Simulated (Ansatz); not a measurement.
The system is GeW.

```
CELL_PARAMETERS angstrom
0.00000 2.57761 2.57761
2.57761 0.00000 2.57761
2.57761 2.57761 0.00000
ATOMIC_POSITIONS crystal
Ge 0.50000 0.50000 0.50000
W 0.00000 0.00000 0.00000
```

The cell was built by a generator and needn't be a form met in nature.

- Program: Ansatz 0.2.0
- Task: relaxation of cell and atoms
- Functional: BLYP
- Potentials or basis: Ansatz PAW
- Cutoff: 420 eV (not typed: the program's choice for these potentials)
- k mesh: 9 × 9 × 9
- Occupations: fermi-dirac, width 0.05 eV
- Spin: no spin polarisation

At the start: volume 17.13 Å³/atom.

Task: Where does the relaxation end?

Result: It ends after 5 steps and the volume is 17.99 Å³/atom (+5.1 %); space group Fm-3m (No. 225, to 0.05 Å).

The path:
```
step  energy change (eV)  largest force (eV/Å)  volume (Å³)
   1              0.0000                0.0000        34.25
   2             -0.0268                0.0000        37.09
   3             -0.0416                0.0000        36.08
   4             -0.0418                0.0000        35.98
   5             -0.0423                0.0000        35.98
```

Final structure:
```
Ge W
1.0
     0.00000    2.62035    2.62035
     2.62035    0.00000    2.62035
     2.62035    2.62035    0.00000
Ge W
1 1
Direct
  0.50000 0.50000 0.50000
  0.00000 0.00000 0.00000
```

Caveat: the plane-wave basis is chosen anew once the cell has moved, so the energies of steps on either side of that aren't comparable; the PAW data sets come from PBE, with cores solved anew for the run's functional, which leaves a small shift of forces and pressure.
